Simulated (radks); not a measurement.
**S⁺ inside a hard spherical wall**

The task here is to estimate one member of a computed series from the others.

Method: scalar-relativistic Kohn-Sham, r2SCAN, spin-unpolarised, spherical densities, finite nucleus. Code: radks (a radial shooting solver on a logarithmic mesh, Libxc functionals) version 1.

## Starting point

- element: sulfur (Z = 16)
- charge: +1
- electrons: 15
- configuration: [Ne] 3s2 3p3
- nuclear rms radius: 3.2611 fm

The outer shells:

S⁺
```
[Ne] core
3s [↑↓]
3p [↑ ][↑ ][↑ ]
```

The first run:

Settings of this run:

```text
Z 16
configuration [Ne] 3s2 3p3 4s0 3d0 4p0
relativity scalar-relativistic
functional r2scan,r2scan
spin unpolarised
nucleus finite rms 3.2611 fm
c 137.035999084
```

Steps of the session up to this table: The free atom; Wall at 12 bohr; Wall at 10 bohr; Wall at 8 bohr; Wall at 4 bohr; Wall at 3.5 bohr; Wall at 3 bohr; Wall at 2 bohr; Wall at 1.5 bohr.

One table of the session follows, with a row left open; its other results are not shown here.

```
R (bohr)  E − E(free) (eV)  ε(3p) (eV)  ε(4s, empty) (eV)  ε(3d, empty) (eV)
    free             0.000     -16.954                  -                  -
      12             0.000     -16.954             -4.275             -3.108
      10             0.000     -16.954             -4.153             -3.063
       8             0.001     -16.952             -3.627             -2.905
       4             2.664     -14.855             13.404              1.839
     3.5                 ?           ?                  ?                  ?
       3            18.682      -7.481             47.362             11.770
       2            144.77      30.694             185.71             50.217
     1.5            463.87      108.96             426.74             112.14
```

**Question.** Estimate the row for R (bohr) = 3.5.

Worked estimate for «E − E(free) (eV)». A straight line through the neighbours (4, 2.664) and (3, 18.682) gives 2.664 + (18.682 − 2.664) × (3.5 − 4) / (3 − 4) = 10.673; a parabola fitted to 4 rows on both sides gives 12.613.

The run gave: E − E(free) (eV): 7.028; ε(3p) (eV): -12.494; ε(4s, empty) (eV): 25.283; ε(3d, empty) (eV): 5.314. In «E − E(free) (eV)» the line misses by +3.645 and the parabola by +5.585.

From R = 2 bohr inwards the highest occupied level lies above zero, pushed up by confinement. Shells are not refilled when levels cross, and a hard wall is a model, not a crystal.
